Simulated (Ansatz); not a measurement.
# SiAg2As2: the cost of one run

Program: Ansatz 0.2.0. Level of theory: DFT PBE, scalar-relativistic, plane waves, PAW. These are calculated values, not measurements.

### Step 1. The starting structure

Symmetry: P6/mmm, No. 191, hexagonal system. Conventional cell: a = 3.840 Å, b = 3.840 Å, c = 8.446 Å, α = 90.00°, β = 90.00°, γ = 120.00°. Si (site symmetry 6/mmm) has 6 As at 2.22 Å and 2 Ag at 2.52 Å as nearest neighbours. Ag (site symmetry 6mm) is surrounded by 1 Si at 2.52 Å. As (site symmetry -6m2) has 3 As at 2.22 Å and 3 Si at 2.22 Å as nearest neighbours.

Coordinates:

```
CELL_PARAMETERS angstrom
3.84019 0.00000 0.00000
-1.92009 3.32570 0.00000
0.00000 0.00000 8.44628
ATOMIC_POSITIONS crystal
Si 0.00000 0.00000 0.00000
Ag 0.00000 0.00000 0.29836
Ag 0.00000 0.00000 0.70164
As 0.33333 0.66667 0.00000
As 0.66667 0.33333 0.00000
```

Recipe of the guess: random cell by space group and Wyckoff sites (P6/mmm, No. 191). The dimensions are guesses.

### Step 2. A first look at the guess

input.yaml

```yaml
crystal:
  lattice:
    - [3.84018769, 0.0, 0.0]
    - [-1.92009384, 3.32570009, 0.0]
    - [0.0, 0.0, 8.44628447]
  atoms:
    - { symbol: Si, position: [0.0, 0.0, 0.0] }
    - { symbol: Ag, position: [0.0, 0.0, 0.2983583] }
    - { symbol: Ag, position: [0.0, 0.0, 0.7016417] }
    - { symbol: As, position: [0.33333333, 0.66666667, 0.0] }
    - { symbol: As, position: [0.66666667, 0.33333333, 0.0] }
basis:
  ecutwfc: 420
kpoints:
  mp_grid: { grid: [6, 6, 2] }
hamiltonian:
  xc: pbe
scf:
  occupations: { method: gaussian, width: 0.1 }
  lower_state_search: "off"
output:
  forces: true
  stress: true
  eigenvalues: true
```

Command:

```console
> ansatz run input.yaml --threads 1 --pin off --max-ram 2048MiB --backend cpu --events-out ev --progress --plain --runs-dir out
```

**Question.** How long does this run take on 1 thread of Intel Xeon 6975P-C (Granite Rapids), shared host, and how much memory does it need?

About 2 s, with a peak of 0.46 GiB.
